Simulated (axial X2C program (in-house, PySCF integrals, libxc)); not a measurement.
# SnBr⁺: bond curves with and without spin–orbit coupling

Aim: find the lowest determinant of SnBr⁺, scan the bond at several levels and fit the constants, once spin-free and once with spin–orbit coupling.

Program: an in-house X2C program for linear molecules on PySCF integrals. Level of theory: all-electron X2C, Sn dyall-cv3z, Br dyall-cv3z. These are calculated values, not measurements.

### Step 1. Set-up

task.json reads:

```json
{"zs": [50, 35], "q": 1, "bas": ["dyall-cv3z", "dyall-cv3z"], "levels": ["PBE0", "HF", "M06"], "cc": true, "r0": 2.54, "thr": -1.0, "nmax": 90, "npts": 10, "nst": 2, "ntry": 6}
```

Keys: zs atomic numbers; q charge; bas basis sets; levels methods (HF also brings MP2); cc coupled cluster on or off; r0 starting distance in Å; thr threshold in hartree for freezing inner shells (an s shell follows its p shell); nmax most natural virtual spinors; npts points asked for on the curve; nst determinants followed; ntry starts of the search.

The run is started by

```console
python so2c.py task.json out
```

Spin-free means the one-electron spin-free X2C Hamiltonian; two-component (2c) means X2C with spin–orbit coupling and atomic mean-field two-electron Coulomb and Gaunt terms. Basis: Sn dyall-cv3z contracted to [11s12p9d4f1g], Br dyall-cv3z contracted to [8s9p6d4f1g]; Gaussian nuclei, density fitting. Masses: Sn 119.902 u, Br 78.918 u.

Notation: σ, π±, δ± give the projection m of an orbital's angular momentum (0, ±1, ±2), α and β its spin, Λ and M_S the sums; ω is the projection of a spinor's total angular momentum and Ω the sum. Logs are in hartree.

After this run come: PBE0, spin-free; HF, spin-free; M06, spin-free; Correlated methods, spin-free; PBE0, 2c; HF, 2c; M06, 2c; MP2 and beyond, 2c.

Before running it: what results should come out? Wanted: for each run, Hamiltonian; Re; ωe; De; μ.

The runs gave:

Lowest determinant that the search found at its distance (another Ω component may lie lower), spin-free: M_S = 0, Λ = 0 (closed shell).

Lowest determinant that the search found at its distance (another Ω component may lie lower), 2c: Ω = 0 (closed shell).

```csv
Hamiltonian,level,Re (Å),ωe (cm⁻¹),De (eV),μ (D)
spin-free,PBE0,2.399,301,3.90,-3.69
spin-free,HF,2.400,308,2.47,-4.29
spin-free,MP2,2.407,305,3.78,n/a
spin-free,CCSD,2.409,303,3.53,n/a
spin-free,CCSD(T),2.416,298.9,3.68,n/a
spin-free,M06,2.404,301,3.85,-3.65
2c,PBE0,2.400,300,3.57,-3.65
2c,HF,2.401,307,1.98,-4.25
2c,MP2,2.409,304,3.34,n/a
2c,CCSD,2.411,302,3.09,n/a
2c,CCSD(T),2.417,297.9,3.24,n/a
2c,M06,2.406,300,3.25,-3.61
```

Dipoles are positive if Br is the positive end and refer to the centre of mass.

**Reading.** At CCSD(T), going from spin-free to two-component changes Re by +1 mÅ, ωe by -0.3 %; the spin-free picture holds up (part of it comes from the scalar share of the two-electron terms). De moves by -0.44 eV; both De rest on single-determinant atoms, which can miss part of an open shell's spin–orbit lowering.

De refers to Sn+ + Br, the ground-state fragments, which need not be this curve's own limit. Each curve is one determinant whose occupation by symmetry is held fixed; it was picked as the lowest of a PBE0 search that is not exhaustive. Closed shells are restricted here (equal orbitals for both partners), which fails at long range if the bond breaks into open shells. Dissociation energies refer to the lowest single-determinant-based atoms at the same level and basis. CCSD and (T) use frozen natural virtuals with an MP2 correction for the truncation. The meta-GGAs lack a current-density term, which matters for open shells with orbital currents, atoms included. With the outer-core shells frozen, correlated bond lengths of heavy atoms tend to come out a few hundredths of an ångström too long.
